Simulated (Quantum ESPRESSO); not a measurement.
BiTe:

```xyz
2
Lattice="0.0000 3.2350 3.2350 3.2350 0.0000 3.2350 3.2350 3.2350 0.0000" Properties=species:S:1:pos:R:3 pbc="T T T"
Bi    0.0000    0.0000    0.0000
Te    3.2350    3.2350    3.2350
```

Base run:

* Program: Quantum ESPRESSO 7.5
* Functional: PBE
* Potentials or basis: SSSP 1.3 efficiency PBE
* Cutoff: 748 eV
* Density cutoff: 5987 eV
* k mesh: 7 × 7 × 7
* Occupations: fermi-dirac, width 0.05 eV
* Spin: no spin polarisation

Its results: band gap on the k mesh none (metal or under the smearing width); pressure 0.7 GPa.

**Question.** The run is repeated on the same cell with these changes: functional from PBE to PBEsol; potentials or basis from SSSP 1.3 efficiency PBE to PseudoDojo 0.4.1 SR PBEsol standard; cutoff from 748 eV to 1088 eV; density cutoff from 5987 eV to 4354 eV; valence electrons from 21 to 31. What comes out?

**Answer.** Band gap on the k mesh none (metal or under the smearing width); pressure -1.5 GPa.

Caveats: spin-orbit coupling is left out, which moves the levels of the heavy elements.

Not every run made on this cell is shown here.
